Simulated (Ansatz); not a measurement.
# BClGeH₄: one species, many methods

How much do the methods differ for BClGeH₄? The plan is to run it at one geometry with functionals of several rungs and with coupled cluster, and see how far each lands from CCSD(T) at the basis-set limit for the atomisation energy.

Program: Ansatz 0.2.0, Gaussian basis. Level of theory: functionals in def2-TZVPP, the program's frozen cores in correlated methods. These are calculated values, not measurements.

The runs, in order: LDA (SPW92), PBE-D4, revPBE-D4, BLYP-D4, r2SCAN-D4, B97M-V, PBE0-D4, B3LYP-D4, r2SCANh-D4, r2SCAN0-D4, HSE06-D4, BHLYP-D4, CAM-B3LYP-D4, LC-ωPBE, ωB97X-V, ωB97M-V, B2PLYP, PBE-QIDH; CCSD(T)/def2-SVP; CCSD(T)/def2-TZVPP; MP2/def2-QZVPP; extrapolation to the limit; RPA on PBE.

**1. Structure used throughout**

An earlier PBE0-D4 in a triple-zeta def2 set relaxation fixed the geometry.

SMILES `Cl[BH][GeH3]`, 7 atoms, charge 0, spin multiplicity 1.

Atoms are counted from 1 here; the program's logs count them from 0.

Bond lengths: Cl1–B2 1.738 Å, B2–Ge3 2.066 Å, B2–H4 1.193 Å, Ge3–H5 1.539 Å, Ge3–H6 1.539 Å, Ge3–H7 1.537 Å. Angles: Cl1–B2–Ge3 119.4°, Cl1–B2–H4 116.1°, Ge3–B2–H4 124.5°, B2–Ge3–H5 109.7°, B2–Ge3–H6 109.9°, B2–Ge3–H7 112.6°, H5–Ge3–H6 107.5°, H5–Ge3–H7 108.4°, H6–Ge3–H7 108.5°.

**2. LDA**

This LDA is Slater exchange with PW92 correlation.

The input, in.yaml:

```yaml
crystal:
  periodic: [false, false, false]
  atoms:
    - {symbol: Cl, position_ang: [-1.975996, -1.523879, 0.066785]}
    - {symbol: B, position_ang: [-0.280894, -1.157897, 0.180494]}
    - {symbol: Ge, position_ang: [0.359580, 0.783236, -0.117538]}
    - {symbol: H, position_ang: [0.439379, -2.075382, 0.430030]}
    - {symbol: H, position_ang: [-0.027975, 1.246978, -1.533255]}
    - {symbol: H, position_ang: [-0.333760, 1.723964, 0.884039]}
    - {symbol: H, position_ang: [1.880967, 0.934979, 0.043845]}
basis:
  gaussian: {orbitals: def2-TZVPP}
hamiltonian: {xc: lda}
output: {orbitals: {seedname: orbitals}}
```

Further steps of the session: PBE-D4 (GGA); revPBE-D4 (GGA); BLYP-D4 (GGA); r2SCAN-D4 (meta-GGA); B97M-V (meta-GGA); PBE0-D4 (hybrid); B3LYP-D4 (hybrid); r2SCANh-D4 (hybrid); r2SCAN0-D4 (hybrid); HSE06-D4 (hybrid); BHLYP-D4 (hybrid); CAM-B3LYP-D4 (range-separated); LC-ωPBE-D4 (range-separated); ωB97X-V (range-separated); ωB97M-V (range-separated); B2PLYP (double hybrid); PBE-QIDH (double hybrid); CCSD(T) in def2-SVP; CCSD(T) in def2-TZVPP; MP2 in def2-QZVPP; RPA on PBE orbitals.

Q: Predict the results of all the runs planned. Wanted: atomisation energy, CCSD(T)/CBS; farthest beyond LDA; mean size of error, GGA; mean size of error, meta-GGA; mean size of error, hybrid; mean size of error, range-separated; mean size of error, double hybrid; gap, smallest and largest; T1 diagnostic.

As calculated:

```
                               quantity                                                                                                                      value
        atomisation energy, CCSD(T)/CBS                                                                                                              2011.0 kJ/mol
 functionals within 20.1 kJ/mol (1.0 %)  PBE-D4, r2SCAN-D4, PBE0-D4, B3LYP-D4, r2SCANh-D4, r2SCAN0-D4, HSE06-D4, CAM-B3LYP-D4, LC-ωPBE, ωB97X-V, ωB97M-V, PBE-QIDH
                    farthest beyond LDA                                                                                                   revPBE-D4 (-38.2 kJ/mol)
                mean size of error, GGA                                                                                                                24.6 kJ/mol
           mean size of error, meta-GGA                                                                                                                27.4 kJ/mol
             mean size of error, hybrid                                                                                                                11.9 kJ/mol
    mean size of error, range-separated                                                                                                                 9.2 kJ/mol
      mean size of error, double hybrid                                                                                                                16.7 kJ/mol
              gap, smallest and largest                                                                                  3.39 eV (LDA (SPW92)), 10.66 eV (LC-ωPBE)
                          T1 diagnostic                                                                                                                     0.0128
triples share of the correlation energy                                                                                                                      3.7 %
```

What this shows: LDA overbinds by 254.9 kJ/mol (13 %). PBE-D4 misses by +3.3 kJ/mol. Double hybrids carry the basis error of their MP2 part in triple zeta, and no dispersion term here, so their miss is partly the set-up's. The rungs range-separated, hybrid, double hybrid miss on average by less than the doubt on the reference (20.1 kJ/mol), so they tie. Misses under about 20.1 kJ/mol are within the doubt on the reference itself, which lacks core-valence correlation, relativity and higher excitations, and its outer-core shells are covered unevenly. Hartree-Fock recovers 76 % of the binding; the rest is correlation. CCSD(T) in def2-SVP is off by -105.6 kJ/mol, more than most functionals: a good method in a small basis is no reference. Orbital gaps span 3.4 to 10.7 eV; exact exchange widens them. Correlated methods include outer-core shells of Ge, which these sets cover unevenly.
